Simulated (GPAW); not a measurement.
Crystal: GaGe3.

```
Ge Ga
1.0
     4.27847    0.00000    0.00000
     0.00000    4.27847    0.00000
     0.00000    0.00000    4.27847
Ge Ga
3 1
Direct
  0.50000 0.50000 0.00000
  0.50000 0.00000 0.50000
  0.00000 0.50000 0.50000
  0.00000 0.00000 0.00000
```

The cell comes from a database or a generator and needn't be the stable form of this composition.

```yaml
Program: GPAW 26.7.0
Task: relaxation of cell and atoms
Functional: PBEsol
Dispersion: D4
Potentials_or_basis: PAW data sets generated in the run's folder for this functional
Cutoff: 600 eV
Basis: pw
k_mesh: 6 × 6 × 6
Occupations: fermi-dirac, width 0.05 eV
Spin: no spin polarisation
```

At the start: pressure -5.5 GPa; volume 19.58 Å³/atom.

Task: How do energy, volume and symmetry change on relaxing?

Result: Over 4 steps the energy falls by 31.1 meV/atom and the volume is 17.89 Å³/atom (-8.6 %); space group Pm-3m (No. 221, to 0.05 Å).

The path:
| step | energy change (eV) | largest force (eV/Å) | pressure (GPa) | volume (Å³) |
| --- | --- | --- | --- | --- |
| 1 | 0.0000 | 0.0000 | -5.48 | 78.32 |
| 2 | -0.0183 | 0.0000 | -5.13 | 77.76 |
| 3 | -0.1221 | 0.0000 | 0.83 | 70.69 |
| 4 | -0.1245 | 0.0000 | -0.08 | 71.56 |

Final structure:
```
Ge Ga
1.0
     4.15163    0.00000    0.00000
     0.00000    4.15163    0.00000
     0.00000    0.00000    4.15163
Ge Ga
3 1
Direct
  0.50000 0.50000 0.00000
  0.50000 0.00000 0.50000
  0.00000 0.50000 0.50000
  0.00000 0.00000 0.00000
```

Caveat: later steps reuse the first step's grids; pairwise dispersion overbinds metals, which lowers pressure and volume.
